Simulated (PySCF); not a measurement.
# Al (Fm-3m) in PySCF: a series of runs

One crystal, Al, is run at these levels: PBE; tasks: density of states.

Program: PySCF 2.14.0. These are calculated values, not measurements. Logs are shortened: lines on timing, memory, paths and dates and some standing lists are left out, and cuts for length are marked.

### 1 Starting point

Symmetry: Fm-3m, No. 225, cubic system. Conventional cell: a = 4.050 Å, b = 4.050 Å, c = 4.050 Å, α = 90.00°, β = 90.00°, γ = 90.00°. Around Al (site symmetry m-3m) lie 12 Al at 2.86 Å.

### 2 Density of states, PBE

File run.py:

```python
import json
import numpy as np
from pyscf.pbc import gto, scf, dft, df
from pyscf.pbc.tools import pyscf_ase
import spglib
from ase import Atoms
from ase.io import read

conv = read('Al.cif')
a, x, z = spglib.find_primitive((conv.cell[:], conv.get_scaled_positions(), conv.numbers), symprec=1e-4)
atoms = Atoms(z, cell=a, scaled_positions=x, pbc=True)
cell = pyscf_ase.cell_from_ase(atoms)
cell.basis = 'DZVP-MOLOPT-MGGA-GTH-q3'
cell.pseudo = 'GTH-MGGA-q3'
cell.ke_cutoff = 50  # hartree
cell.exp_to_discard = 0.02
cell.precision = 1e-08
cell.max_memory = 5880  # MB
cell.verbose = 4
cell.build()

res = {}
kpts = cell.make_kpts([12, 12, 12])
mf = dft.KRKS(cell, kpts, xc='pbe')
mf = mf.multigrid_numint()
mf = mf.smearing(sigma=0.00183747, method='fermi')  # hartree
mf.conv_tol = 1e-07
mf.max_cycle = 60

atoms.calc = pyscf_ase.PySCF(method=mf)
print('ASE energy = %.8f eV' % atoms.get_potential_energy())
mf = atoms.calc.method_scan
res.update(converged=bool(mf.converged), e_tot=mf.e_tot, nelec=cell.nelectron, nao=cell.nao, mesh=list(map(int, cell.mesh)), a=cell.lattice_vectors().tolist(), coords=cell.atom_coords().tolist(),
           mo_energy=[np.real(x).tolist() for x in mf.mo_energy], mo_occ=[np.real(x).tolist() for x in mf.mo_occ])
res.update(e_free=mf.e_free, e_zero=mf.e_zero)
res.update(kpts=cell.get_scaled_kpts(kpts).tolist())
res['parts'] = {k: float(np.real(v)) for k, v in mf.scf_summary.items() if np.isscalar(v)}
json.dump(res, open('results.json', 'w'))
if not mf.converged:
    raise SystemExit('SCF not converged')

print('levels (eV)')
for i, kp in enumerate(res['kpts'][:40]):
    print('k %7.4f %7.4f %7.4f  ' % tuple(kp), ' '.join('%.3f' % (x * 27.211386) for x in res['mo_energy'][i][:7]))

# Mulliken populations
dm, s = np.asarray(mf.make_rdm1()), np.asarray(mf.get_ovlp())
sites = cell.aoslice_by_atom()[:, 2:]
tot = np.einsum('kij,kji->i', dm, s).real / len(kpts)
res['mulliken'] = [cell.atom_charge(i) - tot[a0:a1].sum() for i, (a0, a1) in enumerate(sites)]
print('Mulliken charges', np.round(res['mulliken'], 5))

# density of states, Gaussians of 0.15 eV
e = np.asarray(mf.mo_energy).real.reshape(1, -1) * 27.211386
ef = mf.get_fermi()
ef = np.max(ef) * 27.211386
x = np.arange(-15, 10.01, 0.1) + round(ef, 1)
dos = np.exp(-((x[:, None, None] - e) / 0.15) ** 2 / 2).sum(-1).T / (0.15 * np.sqrt(2 * np.pi) * len(kpts)) * 2
res.update(dos_e=x.tolist(), dos=dos.tolist())
for a, b in zip(x[::5], dos.T[::5]):
    print('%8.2f' % a, ' '.join('%9.4f' % y for y in b))
res['done'] = True
json.dump(res, open('results.json', 'w'))
```

File Al.cif:

```cif
data_Al
_cell_length_a 4.04961000
_cell_length_b 4.04961000
_cell_length_c 4.04961000
_cell_angle_alpha 90.00000000
_cell_angle_beta 90.00000000
_cell_angle_gamma 90.00000000
_space_group_name_H-M_alt 'Fm-3m'
_space_group_name_Hall '-F 4 2 3'
_space_group_IT_number 225
loop_
_space_group_symop_operation_xyz
'x,y,z'
'-x,-y,-z'
'-y,x,z'
'y,-x,-z'
'-x,-y,z'
'x,y,-z'
'y,-x,z'
'-y,x,-z'
'x,-y,-z'
'-x,y,z'
'-y,-x,-z'
'y,x,z'
'-x,y,-z'
'x,-y,z'
'y,x,-z'
'-y,-x,z'
'z,x,y'
'-z,-x,-y'
'z,-y,x'
'-z,y,-x'
'z,-x,-y'
'-z,x,y'
'z,y,-x'
'-z,-y,x'
'-z,x,-y'
'z,-x,y'
'-z,-y,-x'
'z,y,x'
'-z,-x,y'
'z,x,-y'
'-z,y,x'
'z,-y,-x'
'y,z,x'
'-y,-z,-x'
'x,z,-y'
'-x,-z,y'
'-y,z,-x'
'y,-z,x'
'-x,z,y'
'x,-z,-y'
'-y,-z,x'
'y,z,-x'
'-x,-z,-y'
'x,z,y'
'y,-z,-x'
'-y,z,x'
'x,-z,y'
'-x,z,-y'
'x,y+1/2,z+1/2'
'-x,-y+1/2,-z+1/2'
'-y,x+1/2,z+1/2'
[... 62 lines left out ...]
'-z+1/2,-x,-y+1/2'
'z+1/2,-y,x+1/2'
'-z+1/2,y,-x+1/2'
'z+1/2,-x,-y+1/2'
'-z+1/2,x,y+1/2'
'z+1/2,y,-x+1/2'
'-z+1/2,-y,x+1/2'
'-z+1/2,x,-y+1/2'
'z+1/2,-x,y+1/2'
'-z+1/2,-y,-x+1/2'
'z+1/2,y,x+1/2'
'-z+1/2,-x,y+1/2'
'z+1/2,x,-y+1/2'
'-z+1/2,y,x+1/2'
'z+1/2,-y,-x+1/2'
'y+1/2,z,x+1/2'
'-y+1/2,-z,-x+1/2'
'x+1/2,z,-y+1/2'
'-x+1/2,-z,y+1/2'
'-y+1/2,z,-x+1/2'
'y+1/2,-z,x+1/2'
'-x+1/2,z,y+1/2'
'x+1/2,-z,-y+1/2'
'-y+1/2,-z,x+1/2'
'y+1/2,z,-x+1/2'
'-x+1/2,-z,-y+1/2'
'x+1/2,z,y+1/2'
'y+1/2,-z,-x+1/2'
'-y+1/2,z,x+1/2'
'x+1/2,-z,y+1/2'
'-x+1/2,z,-y+1/2'
'x+1/2,y+1/2,z'
'-x+1/2,-y+1/2,-z'
'-y+1/2,x+1/2,z'
'y+1/2,-x+1/2,-z'
'-x+1/2,-y+1/2,z'
'x+1/2,y+1/2,-z'
'y+1/2,-x+1/2,z'
'-y+1/2,x+1/2,-z'
'x+1/2,-y+1/2,-z'
'-x+1/2,y+1/2,z'
'-y+1/2,-x+1/2,-z'
'y+1/2,x+1/2,z'
'-x+1/2,y+1/2,-z'
'x+1/2,-y+1/2,z'
'y+1/2,x+1/2,-z'
'-y+1/2,-x+1/2,z'
'z+1/2,x+1/2,y'
'-z+1/2,-x+1/2,-y'
'z+1/2,-y+1/2,x'
'-z+1/2,y+1/2,-x'
'z+1/2,-x+1/2,-y'
'-z+1/2,x+1/2,y'
'z+1/2,y+1/2,-x'
'-z+1/2,-y+1/2,x'
'-z+1/2,x+1/2,-y'
'z+1/2,-x+1/2,y'
'-z+1/2,-y+1/2,-x'
'z+1/2,y+1/2,x'
'-z+1/2,-x+1/2,y'
'z+1/2,x+1/2,-y'
'-z+1/2,y+1/2,x'
'z+1/2,-y+1/2,-x'
'y+1/2,z+1/2,x'
'-y+1/2,-z+1/2,-x'
'x+1/2,z+1/2,-y'
'-x+1/2,-z+1/2,y'
'-y+1/2,z+1/2,-x'
'y+1/2,-z+1/2,x'
'-x+1/2,z+1/2,y'
'x+1/2,-z+1/2,-y'
'-y+1/2,-z+1/2,x'
'y+1/2,z+1/2,-x'
'-x+1/2,-z+1/2,-y'
'x+1/2,z+1/2,y'
'y+1/2,-z+1/2,-x'
'-y+1/2,z+1/2,x'
'x+1/2,-z+1/2,y'
'-x+1/2,z+1/2,-y'
loop_
_atom_site_label
_atom_site_type_symbol
_atom_site_symmetry_multiplicity
_atom_site_Wyckoff_symbol
_atom_site_fract_x
_atom_site_fract_y
_atom_site_fract_z
_atom_site_occupancy
Al1 Al 4 a 0.0000000000 0.0000000000 0.0000000000 1
```

Potentials or basis: DZVP-MOLOPT-MGGA/GTH-MGGA (UZH) (potentials made for SCAN).

Launch:

```
$ OMP_NUM_THREADS=4 python -u run.py > log
```

The program printed:

```text
pyscf/pbc/gto/cell.py:1403: UserWarning: Electron number 3 and spin 0 are not consistent in cell

  warnings.warn('Electron number %d and spin %d are not consistent '
Discarded 0 diffused primitive functions, 0 contracted functions

PySCF version 2.14.0

[INPUT] verbose = 4
[INPUT] num. atoms = 1
[INPUT] num. electrons = 3
[INPUT] charge = 0
[INPUT] spin (= nelec alpha-beta = 2S) = 0
[INPUT] symmetry False subgroup None
[INPUT] Mole.unit = angstrom
[INPUT] Symbol           X                Y                Z      unit          X                Y                Z       unit  Magmom
[INPUT]  1 Al     0.000000000000   0.000000000000   0.000000000000 AA    0.000000000000   0.000000000000   0.000000000000 Bohr   0.0

nuclear repulsion = -2.69604242426948
number of shells = 3
number of NR pGTOs = 36
number of NR cGTOs = 13
basis = DZVP-MOLOPT-MGGA-GTH-q3
ecp = {}
lattice vectors  a1 [0.000000000, 3.826326906, 3.826326906]
                 a2 [3.826326906, 0.000000000, 3.826326906]
                 a3 [3.826326906, 3.826326906, 0.000000000]
dimension = 3
low_dim_ft_type = None
Cell volume = 112.041
exp_to_discard = 0.02
rcut = 32.18008945400162 (nimgs = [8 8 8])
precision = 1e-08
pseudo = GTH-MGGA-q3
ke_cutoff = 50
    = [19 19 19] mesh (6859 PWs)
Create scanner for <class 'pyscf.pbc.scf.smearing.SmearingKRKS'>
Set new lattice vectors
[[0.       2.024805 2.024805]
 [2.024805 0.       2.024805]
 [2.024805 2.024805 0.      ]]
New geometry
   1 Al     0.000000000000   0.000000000000   0.000000000000 AA    0.000000000000   0.000000000000   0.000000000000 Bohr
Discarded 0 diffused primitive functions, 0 contracted functions

******** <class 'pyscf.scf.hf.SmearingKRKS_Scanner'> ********
method = SmearingKRKS_Scanner
initial guess = minao
damping factor = 0
level_shift factor = 0
DIIS = <class 'pyscf.scf.diis.CDIIS'>
diis_start_cycle = 1
diis_space = 8
diis_damp = 0
SCF conv_tol = 1e-07
SCF conv_tol_grad = None
SCF max_cycles = 60
direct_scf = True
direct_scf_tol = 1e-13

******** PBC SCF flags ********
N kpts = 1728
Exchange divergence treatment (exxdiv) = ewald
    madelung (= occupied orbital energy shift) = 0.04992671156054798
    Total energy shift due to Ewald probe charge = -1/2 * Nelec*madelung = -0.0748900673408
Smearing method = fermi
DF object = <pyscf.pbc.df.fft.FFTDF object>
XC functionals = pbe
small_rho_cutoff = 0
Uniform grid, mesh = [19 19 19]
Set gradient conv threshold to 0.000316228
nelec by numeric integration = 2.9999999999999973
init E= -2.07048947340155
    sigma = 0.00183747  Optimized mu = 0.28681839943  entropy = 0.0585860093048
nelec by numeric integration = 2.9999999999999916
    Total E(T) = -2.07837464833173  Free energy = -2.07848229836625  E0 = -2.07842847334899
cycle= 1 E= -2.07837464833173  delta_E= -0.00789  |g|= 0.46  |ddm|= 75.5
    sigma = 0.00183747  Optimized mu = 0.285806215293  entropy = 0.0518449803185
nelec by numeric integration = 2.999999999999991
    Total E(T) = -2.07845639383106  Free energy = -2.07855165742704  E0 = -2.07850402562905
cycle= 2 E= -2.07845639383106  delta_E= -8.17e-05  |g|= 0.0152  |ddm|= 2.87
    sigma = 0.00183747  Optimized mu = 0.285823065234  entropy = 0.0520079014455
nelec by numeric integration = 2.9999999999999925
    Total E(T) = -2.0784561467438  Free energy = -2.07855170970247  E0 = -2.07850392822313
cycle= 3 E= -2.0784561467438  delta_E= 2.47e-07  |g|= 0.000308  |ddm|= 0.0934
    sigma = 0.00183747  Optimized mu = 0.285822703114  entropy = 0.0520040162282
nelec by numeric integration = 2.9999999999999907
    Total E(T) = -2.07845615391527  Free energy = -2.07855170973496  E0 = -2.07850393182511
cycle= 4 E= -2.07845615391527  delta_E= -7.17e-09  |g|= 1.59e-07  |ddm|= 0.00188
    sigma = 0.00183747  Optimized mu = 0.285822707833  entropy = 0.0520040164904
nelec by numeric integration = 2.999999999999991
    Total E(T) = -2.07845615391476  Free energy = -2.07855170973494  E0 = -2.07850393182485
Extra cycle  E= -2.07845615391476  delta_E= 5.04e-13  |g|= 1.14e-09  |ddm|= 2.2e-07
converged SCF energy = -2.07845615391476
ASE energy = -56.55767273 eV
levels (eV)
k  0.0000  0.0000  0.0000   -3.189 21.384 21.384 21.384 21.858 21.858 21.858
k -0.0000 -0.0000  0.0833   -3.008 18.232 20.290 20.290 23.211 23.211 23.960
k -0.0000 -0.0000  0.1667   -2.455 14.714 19.401 19.401 24.155 24.155 25.061
k -0.0000 -0.0000  0.2500   -1.533 11.384 18.902 18.902 23.437 23.437 25.374
k -0.0000 -0.0000  0.3333   -0.250 8.374 18.757 18.757 22.151 22.151 25.318
k  0.0000  0.0000  0.4167   1.385 5.710 18.911 18.911 20.987 20.987 25.188
[... 32 lines left out ...]
k  0.0000  0.2500  0.1667   -1.538 14.077 16.126 18.434 19.266 22.491 27.825
k  0.0000  0.2500  0.2500   -0.988 15.302 15.302 16.606 16.760 20.567 30.036
Mulliken charges [0.]
   -7.10    0.0000
   -6.60    0.0000
   -6.10    0.0000
   -5.60    0.0000
   -5.10    0.0000
   -4.60    0.0000
[... 43 lines left out ...]
   17.40    0.5832
   17.90    0.2449
```

Wall time 88 s (4 threads of Intel Xeon Platinum 8375C at 2.90GHz (Ice Lake), shared host); peak memory 2.6 GiB.

Results:

| Item | Value |
| --- | --- |
| Free energy | -56.5603 eV |
| Band gap on the k mesh | none (metal or under the smearing width) |

Levels at points of the mesh, in eV from the Fermi level:
```
           k point  band 1  band 2  band 3  band 4  band 5  band 6
(0.00, 0.00, 0.00)  -10.97   13.61   13.61   13.61   14.08   14.08
(0.00, 0.00, 0.50)   -4.57   -4.24   11.33   11.33   12.65   12.65
(0.00, 0.50, 0.00)   -4.57   -4.24   11.33   11.33   12.65   12.65
(0.00, 0.50, 0.50)   -2.90   -1.39    5.57    5.57    5.98   10.55
(0.50, 0.00, 0.00)   -4.57   -4.24   11.33   11.33   12.65   12.65
(0.50, 0.00, 0.50)   -2.90   -1.39    5.57    5.57    5.98   10.55
(0.50, 0.50, 0.00)   -2.90   -1.39    5.57    5.57    5.98   10.55
(0.50, 0.50, 0.50)   -4.57   -4.24   11.33   11.33   12.65   12.65
```

States per cell in windows of 1 eV (zero at the Fermi level; states under -8 eV left out):
```tsv
from (eV)	total
-8.0	0.23
-7.0	0.26
-6.0	0.26
-5.0	0.35
-4.0	0.33
-3.0	0.39
-2.0	0.32
-1.0	0.46
0.0	0.32
1.0	0.51
2.0	0.40
3.0	0.46
4.0	0.54
5.0	0.55
6.0	0.50
7.0	0.47
```

Caveat: the basis of atomic orbitals isn't converged, which shifts pressures, moduli and gaps.

### 3 Density of states, PBE

run.py, as its differences from that of step 2:

```diff
@@ -12,4 +12,4 @@
 cell = pyscf_ase.cell_from_ase(atoms)
-cell.basis = 'DZVP-MOLOPT-MGGA-GTH-q3'
-cell.pseudo = 'GTH-MGGA-q3'
+cell.basis = 'DZVP-MOLOPT-HYB-GTH-q3'
+cell.pseudo = 'GTH-HYB-q3'
 cell.ke_cutoff = 50  # hartree
```

Al.cif is that of step 2.

Potentials or basis: DZVP-MOLOPT-HYB/GTH-HYB (UZH) (potentials made for PBE0).

Launch:

```
$ OMP_NUM_THREADS=4 python -u run.py > log
```

It took 90 s on 4 threads of Intel Xeon Platinum 8375C at 2.90GHz (Ice Lake), shared host; peak memory 2.6 GiB.

The run converged. Its results:

| Quantity | Value |
| --- | --- |
| Free energy | -56.5022 eV |
| Band gap on the k mesh | none (metal or under the smearing width) |

Levels at points of the mesh, in eV from the Fermi level:
| k point | band 1 | band 2 | band 3 | band 4 | band 5 | band 6 |
| --- | --- | --- | --- | --- | --- | --- |
| (0.00, 0.00, 0.00) | -11.02 | 13.69 | 13.69 | 13.69 | 14.18 | 14.18 |
| (0.00, 0.00, 0.50) | -4.49 | -4.31 | 11.46 | 11.46 | 12.76 | 12.76 |
| (0.00, 0.50, 0.00) | -4.49 | -4.31 | 11.46 | 11.46 | 12.76 | 12.76 |
| (0.00, 0.50, 0.50) | -2.82 | -1.45 | 5.68 | 5.68 | 6.07 | 10.76 |
| (0.50, 0.00, 0.00) | -4.49 | -4.31 | 11.46 | 11.46 | 12.76 | 12.76 |
| (0.50, 0.00, 0.50) | -2.82 | -1.45 | 5.68 | 5.68 | 6.07 | 10.76 |
| (0.50, 0.50, 0.00) | -2.82 | -1.45 | 5.68 | 5.68 | 6.07 | 10.76 |
| (0.50, 0.50, 0.50) | -4.49 | -4.31 | 11.46 | 11.46 | 12.76 | 12.76 |

States per cell in windows of 1 eV (zero at the Fermi level; states under -8 eV left out):
```tsv
from (eV)	total
-8.0	0.23
-7.0	0.25
-6.0	0.26
-5.0	0.34
-4.0	0.32
-3.0	0.40
-2.0	0.31
-1.0	0.46
0.0	0.31
1.0	0.51
2.0	0.39
3.0	0.45
4.0	0.53
5.0	0.55
6.0	0.48
7.0	0.50
```

Caveat: the basis of atomic orbitals isn't converged, which shifts pressures, moduli and gaps.

### 4 Density of states, PBE

run.py, as its differences from that of step 3:

```diff
@@ -12,4 +12,4 @@
 cell = pyscf_ase.cell_from_ase(atoms)
-cell.basis = 'DZVP-MOLOPT-HYB-GTH-q3'
-cell.pseudo = 'GTH-HYB-q3'
+cell.basis = 'gth-dzvp'
+cell.pseudo = 'gth-pbe'
 cell.ke_cutoff = 50  # hartree
```

Al.cif is that of step 3.

Potentials or basis: gth-dzvp/gth-pbe (potentials made for PBE).

Launch:

```
$ OMP_NUM_THREADS=4 python -u run.py > log
```

Run time: 88 s. Hardware: 4 threads of Intel Xeon Platinum 8375C at 2.90GHz (Ice Lake), shared host; peak memory 2.6 GiB.

The run converged. Its results:

| Quantity | Value |
| --- | --- |
| Free energy | -56.2865 eV |
| Band gap on the k mesh | none (metal or under the smearing width) |

Levels at points of the mesh, in eV from the Fermi level:
```csv
k point,band 1,band 2,band 3,band 4,band 5
"(0.00, 0.00, 0.00)",-11.07,13.69,13.69,13.69,14.45
"(0.00, 0.00, 0.50)",-4.56,-4.29,11.68,11.68,12.35
"(0.00, 0.50, 0.00)",-4.56,-4.29,11.68,11.68,12.35
"(0.00, 0.50, 0.50)",-2.88,-1.46,5.62,5.62,5.91
"(0.50, 0.00, 0.00)",-4.56,-4.29,11.68,11.68,12.35
"(0.50, 0.00, 0.50)",-2.88,-1.46,5.62,5.62,5.91
"(0.50, 0.50, 0.00)",-2.88,-1.46,5.62,5.62,5.91
"(0.50, 0.50, 0.50)",-4.56,-4.29,11.68,11.68,12.35
```

States per cell in windows of 0.5 eV (zero at the Fermi level; states under -8 eV left out):
| from (eV) | total |
| --- | --- |
| -8.0 | 0.13 |
| -7.5 | 0.10 |
| -7.0 | 0.12 |
| -6.5 | 0.14 |
| -6.0 | 0.15 |
| -5.5 | 0.10 |
| -5.0 | 0.20 |
| -4.5 | 0.14 |
| -4.0 | 0.16 |
| -3.5 | 0.15 |
| -3.0 | 0.23 |
| -2.5 | 0.16 |
| -2.0 | 0.18 |
| -1.5 | 0.12 |
| -1.0 | 0.25 |
| -0.5 | 0.22 |
| 0.0 | 0.14 |
| 0.5 | 0.16 |
| 1.0 | 0.29 |
| 1.5 | 0.23 |
| 2.0 | 0.16 |
| 2.5 | 0.25 |
| 3.0 | 0.27 |
| 3.5 | 0.18 |
| 4.0 | 0.28 |
| 4.5 | 0.28 |
| 5.0 | 0.22 |
| 5.5 | 0.31 |
| 6.0 | 0.23 |
| 6.5 | 0.25 |
| 7.0 | 0.33 |
| 7.5 | 0.19 |

Caveat: the basis of atomic orbitals isn't converged, which shifts pressures, moduli and gaps.

### 5 Density of states, PBE

run.py, as its differences from that of step 4:

```diff
@@ -13,3 +13,3 @@
 cell.basis = 'gth-dzvp'
-cell.pseudo = 'gth-pbe'
+cell.pseudo = 'gth-hf-rev'
 cell.ke_cutoff = 50  # hartree
```

Al.cif is that of step 4.

Potentials or basis: gth-dzvp/gth-hf-rev (potentials made for Hartree-Fock).

Launch:

```
$ OMP_NUM_THREADS=4 python -u run.py > log
```

Wall time 98 s (4 threads of Intel Xeon Platinum 8375C at 2.90GHz (Ice Lake), shared host); peak memory 2.6 GiB.

It converged, with:

| Quantity | Value |
| --- | --- |
| Free energy | -56.2101 eV |
| Band gap on the k mesh | none (metal or under the smearing width) |

Levels at points of the mesh, in eV from the Fermi level:
```csv
k point,band 1,band 2,band 3,band 4
"(0.00, 0.00, 0.00)",-11.11,13.66,13.66,13.66
"(0.00, 0.00, 0.50)",-4.54,-4.33,11.77,11.77
"(0.00, 0.50, 0.00)",-4.54,-4.33,11.77,11.77
"(0.00, 0.50, 0.50)",-2.85,-1.49,5.67,5.67
"(0.50, 0.00, 0.00)",-4.54,-4.33,11.77,11.77
"(0.50, 0.00, 0.50)",-2.85,-1.49,5.67,5.67
"(0.50, 0.50, 0.00)",-2.85,-1.49,5.67,5.67
"(0.50, 0.50, 0.50)",-4.54,-4.33,11.77,11.77
```

States per cell in windows of 0.5 eV (zero at the Fermi level; states under -8 eV left out):
| from (eV) | total |
| --- | --- |
| -8.0 | 0.14 |
| -7.5 | 0.09 |
| -7.0 | 0.13 |
| -6.5 | 0.14 |
| -6.0 | 0.14 |
| -5.5 | 0.12 |
| -5.0 | 0.20 |
| -4.5 | 0.14 |
| -4.0 | 0.15 |
| -3.5 | 0.17 |
| -3.0 | 0.23 |
| -2.5 | 0.15 |
| -2.0 | 0.19 |
| -1.5 | 0.13 |
| -1.0 | 0.25 |
| -0.5 | 0.22 |
| 0.0 | 0.13 |
| 0.5 | 0.18 |
| 1.0 | 0.28 |
| 1.5 | 0.22 |
| 2.0 | 0.16 |
| 2.5 | 0.25 |
| 3.0 | 0.26 |
| 3.5 | 0.19 |
| 4.0 | 0.26 |
| 4.5 | 0.29 |
| 5.0 | 0.21 |
| 5.5 | 0.31 |
| 6.0 | 0.23 |
| 6.5 | 0.28 |
| 7.0 | 0.30 |
| 7.5 | 0.20 |

Caveat: the basis of atomic orbitals isn't converged, which shifts pressures, moduli and gaps.

### 6 Summary

```tsv
potentials or basis	potentials	gap on the mesh (eV)
DZVP-MOLOPT-MGGA/GTH-MGGA (UZH) (potentials made for SCAN)	Al GTH-MGGA-q3	none
DZVP-MOLOPT-HYB/GTH-HYB (UZH) (potentials made for PBE0)	Al GTH-HYB-q3	none
gth-dzvp/gth-pbe (potentials made for PBE)	Al gth-pbe	none
gth-dzvp/gth-hf-rev (potentials made for Hartree-Fock)	Al gth-hf-rev	none
```

Alike in all rows: task density of states; level PBE; no spin polarisation; cell as given; k mesh 12 × 12 × 12; smearing fermi-dirac 0.05 eV.

Caveats: the basis of atomic orbitals isn't converged, which shifts pressures, moduli and gaps.

Total energies depend on the potentials used, so only differences within one code and one set of settings carry meaning.
